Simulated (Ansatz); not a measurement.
# V2O5 (Shcherbianite): the cost of one run

Program: Ansatz 0.2.0. Level of theory: DFT PBEsol, scalar-relativistic, plane waves, PAW. These are calculated values, not measurements.

### Step 1. The system as given

The structure is orthorhombic, space group Pmmn (No. 59). Conventional cell: a = 3.547 Å, b = 11.590 Å, c = 4.402 Å, α = 90.00°, β = 90.00°, γ = 90.00°. Around V (site symmetry m) lie 5 O at 1.58 to 2.05 Å. O (site symmetry mm2) has 2 V at 1.78 Å as nearest neighbours. O (site symmetry m) is surrounded by 1 V at 1.58 Å. O (site symmetry m) has 3 V at 1.88 to 2.05 Å as nearest neighbours.

Structure file:

```cif
data_structure
_symmetry_space_group_name_H-M 'P 1'
_symmetry_Int_Tables_number 1
_cell_length_a 11.5896
_cell_length_b 4.4021
_cell_length_c 3.5467
_cell_angle_alpha 90.000
_cell_angle_beta 90.000
_cell_angle_gamma 90.000
_cell_volume 180.95
loop_
_atom_site_label
_atom_site_type_symbol
_atom_site_fract_x
_atom_site_fract_y
_atom_site_fract_z
_atom_site_occupancy
V1 V 0.14789 0.11269 0.95000 1
V2 V 0.35211 0.88731 0.45000 1
V3 V 0.85211 0.11269 0.95000 1
V4 V 0.64789 0.88731 0.45000 1
O1 O 0.00000 0.00316 0.94998 1
O2 O 0.50000 0.99684 0.44998 1
O3 O 0.14472 0.47245 0.95000 1
O4 O 0.35528 0.52755 0.45000 1
O5 O 0.85528 0.47245 0.95000 1
O6 O 0.64472 0.52755 0.45000 1
O7 O 0.18121 0.00410 0.45000 1
O8 O 0.31879 0.99590 0.95000 1
O9 O 0.81879 0.00410 0.45000 1
O10 O 0.68121 0.99590 0.95000 1
```

This cell was relaxed beforehand with the same method: volume 12.92 Å³/atom, gap on the mesh 1.85 eV.

### Step 2. The cell under PBEsol

input.yaml

```yaml
crystal:
  lattice:
    - [11.5896405039, 0.0, 0.0]
    - [0.0, 4.4020669162, 0.0]
    - [0.0, 0.0, 3.5467405778]
  atoms:
    - { symbol: V, position: [0.1478939382, 0.1126935985, -0.0499981205] }
    - { symbol: V, position: [0.3521060618, 0.8873064015, 0.4500018795] }
    - { symbol: V, position: [0.8521060618, 0.1126935985, -0.0499981205] }
    - { symbol: V, position: [0.6478939382, 0.8873064015, 0.4500018795] }
    - { symbol: O, position: [0.0, 0.0031571501, 0.9499841484] }
    - { symbol: O, position: [0.5, 0.9968428499, 0.4499841484] }
    - { symbol: O, position: [0.1447199086, 0.4724508832, 0.9500048774] }
    - { symbol: O, position: [0.3552800914, 0.5275491168, 0.4500048774] }
    - { symbol: O, position: [0.8552800914, 0.4724508832, 0.9500048774] }
    - { symbol: O, position: [0.6447199086, 0.5275491168, 0.4500048774] }
    - { symbol: O, position: [0.1812101271, 0.0040955564, 0.450001169] }
    - { symbol: O, position: [0.3187898729, 0.9959044436, 0.950001169] }
    - { symbol: O, position: [0.8187898729, 0.0040955564, 0.450001169] }
    - { symbol: O, position: [0.6812101271, 0.9959044436, 0.950001169] }
basis:
  ecutwfc: 420
kpoints:
  mp_grid: { grid: [4, 6, 8] }
hamiltonian:
  xc: pbesol
scf:
  occupations: { method: gaussian, width: 0.02 }
output:
  forces: true
  stress: true
  eigenvalues: true
relax:
  adjacent_minimum: "off"
  f_tol: 0.005
  max_steps: 50
  cell: { stress_tol: 0.05 }
```

Command:

```bash
> ansatz run input.yaml --threads 8 --pin off --max-ram 22528MiB --backend cpu --events-out ev --progress --plain --runs-dir out
```

Q: Estimate wall time and peak memory on 8 threads of Arm Neoverse V1, shared host.

About 2 min, with a peak of 1.1 GiB.
